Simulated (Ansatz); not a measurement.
# MnB3Ir: the cost of one run

Method: DFT PBE, scalar-relativistic, plane waves, PAW, in Ansatz 0.2.0.

### 1 Starting point

Symmetry: Pm-3m, No. 221, cubic system. Conventional cell: a = 3.545 Å, b = 3.545 Å, c = 3.545 Å, α = 90.00°, β = 90.00°, γ = 90.00°. Around Mn (site symmetry m-3m) lie 12 B at 2.51 Å. B (site symmetry 4/mmm) is surrounded by 2 Ir at 1.77 Å and 4 Mn at 2.51 Å. Ir (site symmetry m-3m) has 6 B at 1.77 Å in its first shell of neighbours.

Structure file:

```cif
data_structure
_symmetry_space_group_name_H-M 'P 1'
_symmetry_Int_Tables_number 1
_cell_length_a 3.5449
_cell_length_b 3.5449
_cell_length_c 3.5449
_cell_angle_alpha 90.000
_cell_angle_beta 90.000
_cell_angle_gamma 90.000
_cell_volume 44.55
loop_
_atom_site_label
_atom_site_type_symbol
_atom_site_fract_x
_atom_site_fract_y
_atom_site_fract_z
_atom_site_occupancy
Mn1 Mn 0.50000 0.50000 0.50000 1
B1 B 0.50000 0.00000 0.00000 1
B2 B 0.00000 0.50000 0.00000 1
B3 B 0.00000 0.00000 0.50000 1
Ir1 Ir 0.00000 0.00000 0.00000 1
```

A structure generator made this guess: species swapped into a database cell of TlNiF3 (Pm-3m, No. 221), with Mn on the Tl sites, Ir on the Ni sites and B on the F sites. Its size is a rough estimate.

### 2 A first look at the guess

input.yaml reads:

```yaml
crystal:
  lattice:
    - [3.54490526, 0.0, 0.0]
    - [0.0, 3.54490526, 0.0]
    - [0.0, 0.0, 3.54490526]
  atoms:
    - { symbol: Mn, position: [0.5, 0.5, 0.5], spin: 4.0 }
    - { symbol: B, position: [0.5, 0.0, 0.0] }
    - { symbol: B, position: [0.0, 0.5, 0.0] }
    - { symbol: B, position: [0.0, 0.0, 0.5] }
    - { symbol: Ir, position: [0.0, 0.0, 0.0] }
basis:
  ecutwfc: 420
kpoints:
  mp_grid: { grid: [6, 6, 6] }
hamiltonian:
  xc: pbe
scf:
  occupations: { method: gaussian, width: 0.1 }
  lower_state_search: "off"
output:
  forces: true
  stress: true
  eigenvalues: true
  populations: true
magnetization:
  spin_polarized: true
```

Started as:

```sh
> ansatz run input.yaml --threads 1 --pin off --max-ram 2560MiB --backend cpu --events-out ev --progress --plain --runs-dir out
```

Q: Estimate wall time and peak memory on 1 thread of Intel Xeon 6975P-C (Granite Rapids), shared host.

About 2.3 s, with a peak of 0.4 GiB.
